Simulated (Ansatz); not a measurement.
The same calculation of FePt (distorted cell) as a Python script and as an input file (the Python package of Ansatz (0.2.0)).

Interactive session:
```pycon
>>> from collections import Counter
>>> from pathlib import Path
>>> import warnings
>>> import ansatz as az
>>> import numpy as np
>>> warnings.simplefilter("ignore", az.DeckWarning)
>>> cell = (
...     az.Lattice.of((2.72961, 0.01824, 0.01902), (0.01824, 2.74445, 0.00567), (0.02598, 0.00775, 3.74984))
...     .atom("Fe", (0.99327, 0.99444, 0.00185))
...     .atom("Pt", (0.52091, 0.49952, 0.4967))
...     .moments(Fe=3.5)
... )
>>> # functional, basis and sampling
>>> base = (
...     cell.calculation()
...     .functional("pbesol")
...     .basis(550)
...     .kpoints(density=2.6)  # the mesh must be finer for metals
...     .occupations("Marzari-Vanderbilt", width=0.05)  # fractional filling near the Fermi level
...     .spin("collinear")
...     .forces()  # minus the gradient of the free energy
...     .potential_components()
... )
>>> def show(event):
...     row = event["data"]
...     if event["event"] == "scf_iter" and row.get("harris_foulkes_ev") is not None:
...         print(f"  iteration {row['iter']:3d}  Harris-Foulkes {row['harris_foulkes_ev']:.5f} eV  residual {row['dr2_ev']:.2e}")
...
>>> result = base.session().plan().execute(on_event=show)
  iteration   1  Harris-Foulkes -16833.45435 eV  residual 4.85e+00
  iteration   2  Harris-Foulkes -16833.04947 eV  residual 1.66e+00
  iteration   3  Harris-Foulkes -16833.02369 eV  residual 7.99e-02
  iteration   4  Harris-Foulkes -16833.03566 eV  residual 1.94e-01
  iteration   5  Harris-Foulkes -16833.12248 eV  residual 5.79e-01
  iteration   6  Harris-Foulkes -16833.02870 eV  residual 7.14e-03
  iteration   7  Harris-Foulkes -16833.03276 eV  residual 4.76e-04
  iteration   8  Harris-Foulkes -16833.03342 eV  residual 5.02e-04
  iteration   9  Harris-Foulkes -16833.03151 eV  residual 6.75e-04
  iteration  10  Harris-Foulkes -16833.03438 eV  residual 2.79e-02
  iteration  11  Harris-Foulkes -16833.03149 eV  residual 5.03e-04
  iteration  12  Harris-Foulkes -16833.03145 eV  residual 9.59e-06
  iteration  13  Harris-Foulkes -16833.03145 eV  residual 2.86e-07
  iteration  14  Harris-Foulkes -16833.03145 eV  residual 1.81e-07
  iteration  15  Harris-Foulkes -16833.03145 eV  residual 7.68e-08
  iteration  16  Harris-Foulkes -16833.03145 eV  residual 2.98e-09
>>> report = result.report
>>> type(result).__name__, type(report).__name__
('RunOutcome', 'dict')
>>> for key in ("converged", "n_iterations", "n_electrons", "n_kpoints", "n_pw", "n_symmetry_ops", "free_energy_ev", "fermi_energy_ev"):
...     print(f"{key:18s} {report[key]}")
...
converged          True
n_iterations       16
n_electrons        34.0
n_kpoints          92
n_pw               831
n_symmetry_ops     1
free_energy_ev     -16833.03145162122
fermi_energy_ev    19.953042228298173
>>> atom = int(np.linalg.norm(report["forces_ev_ang"], axis=1).argmax())
>>> print("force on atom", atom, "by term (eV/A)")
force on atom 0 by term (eV/A)
>>> for term, rows in report["force_terms_ev_ang"].items():
...     if np.abs(rows[atom]).max() > 1e-6:
...         print(f"  {term:26s}", np.round(rows[atom], 4))
...
  ewald                      [ 24.4749   4.2554 -24.4223]
  local_pseudopotential      [-25.1202  -4.3721  24.6037]
  nonlocal_pseudopotential   [ 0.7663  0.1331 -0.3371]
  augmentation               [ 0.1401  0.0252 -0.0217]
  nlcc                       [-0.0002 -0.      0.0001]
  augmentation_tail          [-0.0001  0.      0.0001]
  scf_correction             [-0.0001 -0.      0.0005]
>>> print("net force on the cell:", np.round(np.sum(report["forces_ev_ang"], axis=0), 6) + 0.0)
net force on the cell: [ 3.0e-06  1.0e-06 -2.4e-05]
>>> told = Counter((n["data"]["severity"], n["data"]["kind"]) for n in result.notices if n["event"] == "notice")
>>> for (severity, kind), count in sorted(told.items()):
...     print(f"{severity:8s} {kind} x{count}")
...
audit    band_cg_iterations x1
audit    own_smearing_begun x1
audit    preconditioner_resolved x1
doubt    stability_check_not_made x1
>>> folder = Path(result.write_results("parts"))
>>> text = (folder / "v_comp_z.tsv").read_text().splitlines()
>>> rows = np.array([line.split() for line in text if not line.startswith("#")], dtype=float)
>>> print(text[0])
# z_ang	v_loc[eV]	v_h[eV]	v_xc_up[eV]	v_xc_dn[eV]
>>> print(np.array2string(rows[:: max(len(rows) // 12, 1)], precision=3, suppress_small=True))
[[  0.    -10.268  16.83  -13.742 -13.15 ]
 [  0.25   -2.757  10.76  -13.338 -12.812]
 [  0.5    14.406  -2.435 -12.416 -11.976]
 [  0.75   27.878 -11.744 -11.688 -11.371]
 [  1.     28.453 -12.313 -12.024 -11.913]
 [  1.25   15.079  -4.664 -13.47  -13.461]
 [  1.5    -3.189   6.707 -15.15  -15.11 ]
 [  1.75  -15.312  14.586 -16.166 -16.095]
 [  2.    -14.093  13.616 -16.101 -16.03 ]
 [  2.25    0.054   4.122 -14.968 -14.926]
 [  2.5    19.344  -8.103 -13.233 -13.225]
 [  2.75   32.662 -15.915 -11.799 -11.701]
 [  3.     31.698 -15.129 -11.495 -11.184]
 [  3.25   17.63   -5.298 -12.268 -11.819]
 [  3.5    -0.781   8.98  -13.253 -12.721]]
```

`input.yaml`:
```yaml
crystal:
  lattice:
    - [2.72961, 0.01824, 0.01902]
    - [0.01824, 2.74445, 0.00567]
    - [0.02598, 0.00775, 3.74984]
  atoms:
    - { symbol: Fe, position: [0.99327, 0.99444, 0.00185] }
    - { symbol: Pt, position: [0.52091, 0.49952, 0.4967] }
basis:
  ecutwfc: 550.0
kpoints:
  mp_grid: { kspacing: 0.3846153846154 }
hamiltonian:
  xc: pbesol
magnetization:
  spin_polarized: true
  per_species: { Fe: 3.5 }
scf:
  occupations: { method: cold, width: 0.05 }
output:
  write_potential_components: true
  forces: true
```

On the command line:
```console
$ ansatz run input.yaml --threads 1 --pin off --max-ram 3072MiB --backend cpu --events-out ev --progress --plain --runs-dir out
Engine: ansatz 0.2.0, aarch64-unknown-linux-gnu
Pseudopotentials: kind: paw
Pseudopotential: Fe, paw, valence charge 16, recommended cutoff 420 eV (normal), Fe.paw.azcp
Pseudopotential: Pt, paw, valence charge 18, recommended cutoff 420 eV (normal), Pt.paw.azcp
Functional definition: PBEsol
  exchange = pbesol_x
  correlation = pbesol_c
Crystal: 2 atoms, lattice volume = 28.088 Å³
Basis set: ecut = 550 eV, 831 PW (Γ), exchange–correlation on 48×48×60 points (8 copies of the dense FFT grid, shifted against one another)
Bands: 23, of which v1, the nominal top of the filled ones, is band 17 counted from 1 (16 counted from 0)
Symmetry: 1 space group operations
Space group: P1 (ITA 1), of the structure as read, at distance tolerance 3.0e-5 Å
Magnetic group: BNS 1.1 (UNI 1), of the structure as read, at distance tolerance 3.0e-5 Å
k-points: 92 of 180 (time reversal used)
Non-local potential: Fe, projectors of the file, l = 0: 3, l = 1: 2, l = 2: 3, l = 3: 1
Non-local potential: Pt, projectors of the file, l = 0: 3, l = 1: 2, l = 2: 2, l = 3: 1
PAW form: soft (Blöchl's): semilocal exchange-correlation on the pseudo side does not see the compensation charge
PAW frozen core: Fe, regenerated for the run's functional, and the local potential with it (the file was generated under x = pbe(κ = 0.804, μ = 0.2195149727645171), c = pbe(β = 0.06672455060314922))
PAW frozen core: Pt, regenerated for the run's functional, and the local potential with it (the file was generated under x = pbe(κ = 0.804, μ = 0.2195149727645171), c = pbe(β = 0.06672455060314922))
PAW one-centre angular grid: Fe, 590 points (default); XC on 64 Gauss nodes
PAW one-centre angular grid: Pt, 590 points (default); XC on 64 Gauss nodes
Initial density: superposition of atomic densities (chi_scale 0.1, normalization cell)
Starting moments: Σ|m| = 3.5 μB on 1 of 2 sites
Initial wavefunctions: pseudopotential atomic-orbital guess
Functional: x = pbesol(κ = 0.804, μ = 0.12345679012345678), c = pbesol(β = 0.046)
SCF iter   1: F=—  HF=-16833.454348 eV  |F-HF|=—  |Δ(HF+E_count)|=         —  Δρ=7.59e-2 (↑5.88e-2 ↓7.59e-2)  dr2=4.85e0  dr2_m=3.55e-1  M=2.913 μB ∫|m|=2.987 μB  β_m=0.30  ethr=3.10e-3  ⟨swp⟩=5.5  Hψ=16231  notcnv=0
Mixer restart at iter 1: flushing history
preconditioner: auto → none  [metal: Δε(μ)=0.011 eV  Ē_g=9.095 eV  σ=0.050 eV  W_gap=0.12  n_scr=6 (ndim 8)  ℏωp=29.7 eV  f_vac=0.000  D(μ)=1.69/eV (n_scr^D=18)  sad-step TF]
SCF iter   2: F=—  HF=-16833.049472 eV  |F-HF|=—  |Δ(HF+E_count)|=   4.05e-1  Δρ=4.66e-2 (↑2.62e-2 ↓4.66e-2)  dr2=1.66e0  dr2_m=8.19e-2  M=3.110 μB ∫|m|=3.196 μB  β_m=0.47  ethr=3.10e-3  ⟨swp⟩=2.0  Hψ=6576  notcnv=0  defer=253
SCF iter   3: F=—  HF=-16833.023692 eV  |F-HF|=—  |Δ(HF+E_count)|=   2.58e-2  Δρ=1.65e-2 (↑1.39e-2 ↓1.65e-2)  dr2=7.99e-2  dr2_m=3.91e-2  M=3.374 μB ∫|m|=3.486 μB  β_m=0.59  ethr=3.10e-3  ⟨swp⟩=2.2  Hψ=6789  notcnv=0  defer=253
SCF iter   4: F=—  HF=-16833.035658 eV  |F-HF|=—  |Δ(HF+E_count)|=         —  Δρ=1.49e-2 (↑1.49e-2 ↓1.43e-2)  dr2=1.94e-1  dr2_m=7.60e-3  M=3.329 μB ∫|m|=3.453 μB  β_m=0.59  ethr=2.35e-4  ⟨swp⟩=3.4  Hψ=9402  notcnv=0  defer=260
Mixer restart at iter 4: flushing history
SCF iter   5: F=—  HF=-16833.122478 eV  |F-HF|=—  |Δ(HF+E_count)|=   8.68e-2  Δρ=2.43e-2 (↑2.25e-2 ↓2.43e-2)  dr2=5.79e-1  dr2_m=1.80e-3  M=3.377 μB ∫|m|=3.508 μB  β_m=0.41  ethr=2.35e-4  ⟨swp⟩=3.4  Hψ=8978  notcnv=0  defer=260  recentre
SCF iter   6: F=—  HF=-16833.028696 eV  |F-HF|=—  |Δ(HF+E_count)|=   9.38e-2  Δρ=3.95e-3 (↑3.27e-3 ↓3.95e-3)  dr2=7.14e-3  dr2_m=1.68e-3  M=3.325 μB ∫|m|=3.461 μB  β_m=0.56  ethr=2.35e-4  ⟨swp⟩=3.0  Hψ=10161  notcnv=0  defer=261
SCF iter   7: F=—  HF=-16833.032759 eV  |F-HF|=—  |Δ(HF+E_count)|=   4.06e-3  Δρ=1.75e-3 (↑8.67e-4 ↓1.75e-3)  dr2=4.76e-4  dr2_m=3.60e-4  M=3.305 μB ∫|m|=3.453 μB  β_m=0.78  ethr=2.10e-5  ⟨swp⟩=2.1  Hψ=6298  notcnv=0  defer=261
SCF iter   8: F=—  HF=-16833.033425 eV  |F-HF|=—  |Δ(HF+E_count)|=   6.66e-4  Δρ=1.39e-3 (↑1.39e-3 ↓1.19e-3)  dr2=5.02e-4  dr2_m=3.40e-4  M=3.287 μB ∫|m|=3.440 μB  β_m=0.86  ethr=1.40e-6  ⟨swp⟩=2.0  Hψ=7570  notcnv=0  defer=260
SCF iter   9: F=—  HF=-16833.031510 eV  |F-HF|=—  |Δ(HF+E_count)|=         —  Δρ=1.46e-3 (↑5.29e-4 ↓1.46e-3)  dr2=6.75e-4  dr2_m=2.05e-4  M=3.282 μB ∫|m|=3.436 μB  β_m=0.86  ethr=1.40e-6  ⟨swp⟩=2.0  Hψ=6352  notcnv=0  defer=260
Mixer restart at iter 9: flushing history
iteration 9: the input's own smearing fills from here on; a Gaussian of 0.05 eV has filled iterations ahead of it
SCF iter  10: F=—  HF=-16833.034380 eV  |F-HF|=—  |Δ(HF+E_count)|=   2.87e-3  S|Δr|=    0.00e0  Δρ=6.29e-3 (↑2.62e-3 ↓6.29e-3)  dr2=2.79e-2  dr2_m=9.70e-4  M=3.261 μB ∫|m|=3.416 μB  β_m=0.28  ethr=1.40e-6  ⟨swp⟩=2.2  Hψ=7813  notcnv=0  defer=261  recentre
SCF iter  11: F=—  HF=-16833.031491 eV  |F-HF|=—  |Δ(HF+E_count)|=   2.89e-3  S|Δr|=    0.00e0  Δρ=1.26e-3 (↑3.11e-4 ↓1.26e-3)  dr2=5.03e-4  dr2_m=1.30e-4  M=3.282 μB ∫|m|=3.437 μB  β_m=0.24  ethr=1.40e-6  ⟨swp⟩=2.2  Hψ=8220  notcnv=0  defer=259
SCF iter  12: F=—  HF=-16833.031445 eV  |F-HF|=—  |Δ(HF+E_count)|=   4.57e-5  S|Δr|=    0.00e0  Δρ=3.76e-4 (↑3.76e-4 ↓3.57e-4)  dr2=9.59e-6  dr2_m=3.19e-5  M=3.281 μB ∫|m|=3.435 μB  β_m=0.25  ethr=1.40e-6  ⟨swp⟩=1.0  Hψ=5023  notcnv=0  defer=259
SCF iter  13: F=—  HF=-16833.031450 eV  |F-HF|=—  |Δ(HF+E_count)|=   4.41e-6  S|Δr|=    0.00e0  Δρ=1.48e-4 (↑1.31e-4 ↓1.48e-4)  dr2=2.86e-7  dr2_m=4.92e-6  M=3.282 μB ∫|m|=3.436 μB  β_m=0.40  ethr=2.82e-8  ⟨swp⟩=2.2  Hψ=5901  notcnv=0  defer=259
SCF iter  14: F=—  HF=-16833.031451 eV  |F-HF|=—  |Δ(HF+E_count)|=   1.56e-6  S|Δr|=    0.00e0  Δρ=3.75e-5 (↑3.04e-5 ↓3.75e-5)  dr2=1.81e-7  dr2_m=2.15e-7  M=3.283 μB ∫|m|=3.438 μB  β_m=0.63  ethr=2.94e-10  ⟨swp⟩=11.6  Hψ=30477  notcnv=0
SCF iter  15: F=—  HF=-16833.031452 eV  |F-HF|=—  |Δ(HF+E_count)|=   1.25e-7  S|Δr|=    0.00e0  Δρ=2.34e-5 (↑1.08e-5 ↓2.34e-5)  dr2=7.68e-8  dr2_m=5.86e-8  M=3.283 μB ∫|m|=3.438 μB  β_m=0.80  ethr=2.94e-10  ⟨swp⟩=6.0  Hψ=24338  notcnv=0
SCF iter  16: F=-16833.031452 eV  HF=-16833.031452 eV  |F-HF|=5.78e-10  |Δ(HF+E_count)|=   5.05e-8  S|Δr|=    0.00e0  Δρ=5.25e-6 (↑3.81e-6 ↓5.25e-6)  dr2=2.98e-9  dr2_m=3.42e-9  M=3.284 μB ∫|m|=3.438 μB  ethr=2.26e-10  ⟨swp⟩=6.9  Hψ=22312  notcnv=0
SCF 1 converged in 16 iterations: F = -16833.031452 eV  dr2 = 2.98e-9
  greatest PAW one-centre occupation: 1.003 electrons in one spin orbital (limit 2), on the Fe atom at site 0 (counted from 0), in its partial waves of l = 1
this state was not tested for a lower state beside it, because cold or Methfessel-Paxton smearing, or corrected tetrahedra, fill the levels in a way that the test cannot read (fill_not_monotonic; see scf.lower_state_search)
SCF converged after 16 iterations
Magnetization: 3.2835 μB (18.6418 up, 15.3582 down)
Absolute magnetization: 3.4387 μB (∫|ρ↑−ρ↓|, with the PAW one-centre terms)
Spin contamination: 0.0813 ħ² per cell (⟨S²⟩ above its minimum at these occupations)
Per-site moments (μB) at R_I (Å): [(2.939594923376881, 1.084348991647886), (0.3930205577708866, 1.084348991647886)]
Free energy (F): -16833.031452 eV
Harris-Foulkes:  -16833.031452 eV  (|F-HF|=5.78e-10)
Internal energy: -16833.030595 eV  (E = F + TS)
E sigma→0 (E₀):  -16833.031166 eV
Entropy (-TS):   -0.000857 eV (-0.428 meV/atom)
Fermi energy:    19.953042 eV
--- Per-component energies (eV) ---
  E_band       = -385.941329
  E_kinetic    = 983.041602
  E_local      = -3697.648148  (includes V_loc(G=0)·N_el)
  E_nonlocal   = 426.840383
  E_hartree    = 1472.779244
  E_xc         = -376.088771
  E_vxc        = -452.000409  (∫ρ·V_xc dr)
  E_paw        = -10653.269450  (= ΣΔE_a)
  E_vpaw       = -591.732432  (= ΣTr[D̂ρ^β])
  E_aug_tail   = 0.000229  (compensation charges beyond the density's cutoff)
  E_ewald      = -4989.151868
  E_core_change = 0.466183  (= ΣΔE_core)
  E_smearing   = -0.000857  (= −TS)
  E_closure    = -0.000000  (closes the sum)
  Σ components = -16833.031452   (vs F -16833.031452, Δ=0.00e0)
--- Forces (eV/Å), atoms counted from 1 ---
  atom   1  Fe     0.26068984     0.04154305    -0.17669214
  atom   2  Pt    -0.26068706    -0.04154175     0.17666839
  max |Σ_I F_I| component: 2.37e-5 eV/Å
--- Band table (eV; the first three rows and the last of 184) ---
  k-point 0 ↑: bands = ["-78.7484", "-68.5767", "-34.8971", "-34.6437", "-34.6152", "-32.9065", "-32.8193", "-32.8094", "10.3712", "13.6773", "13.8546", "16.4747", "16.5987", "17.0713", "17.8568", "18.0710", "19.3842", "19.4922", "19.5766", "22.0600", "29.3679", "31.2923", "31.5666"]
  k-point 1 ↑: bands = ["-78.7483", "-68.5767", "-34.8934", "-34.6427", "-34.6144", "-32.9139", "-32.8204", "-32.8103", "10.8484", "13.8688", "13.9837", "16.6708", "16.7647", "16.8955", "17.8309", "17.9402", "19.0736", "19.1387", "19.3195", "20.1223", "31.8725", "32.2786", "32.5181"]
  k-point 2 ↑: bands = ["-78.7482", "-68.5767", "-34.8873", "-34.6412", "-34.6131", "-32.9259", "-32.8220", "-32.8117", "11.9457", "14.1674", "14.2383", "16.4673", "17.2665", "17.3160", "17.3483", "17.7186", "18.0215", "18.2386", "18.2616", "19.1442", "34.6860", "34.8063", "35.0859"]
  k-point 91 ↓: bands = ["-78.4779", "-65.2062", "-32.7956", "-32.7830", "-32.5693", "-31.5028", "-31.4853", "-31.4729", "14.0714", "15.2819", "15.3482", "17.2544", "18.7299", "18.8114", "19.2784", "20.8078", "20.8096", "21.7168", "26.4288", "26.6532", "28.1742", "28.5605", "29.3517"]
```

Reading the output:
- Absolute energies stand on the zero of these potentials, so only differences at equal settings mean something. A total without «per atom» is that of the cell as typed.
- Other magnetic orders than the one started from may lie lower.
- The mesh is modest for a metal, so energies can be off by several to tens of meV an atom and pressures by half a GPa or more; differences at equal mesh fare better.
- An absolute Fermi energy rests on an arbitrary zero of the periodic potential and has no direct meaning.
- Spin-orbit coupling, which matters for elements this heavy, is left out.
- The cell is a database structure, distorted on purpose.
- Finished in 44 s on 1 thread of Arm Neoverse V1 (shared host), peak memory 0.53 GiB.
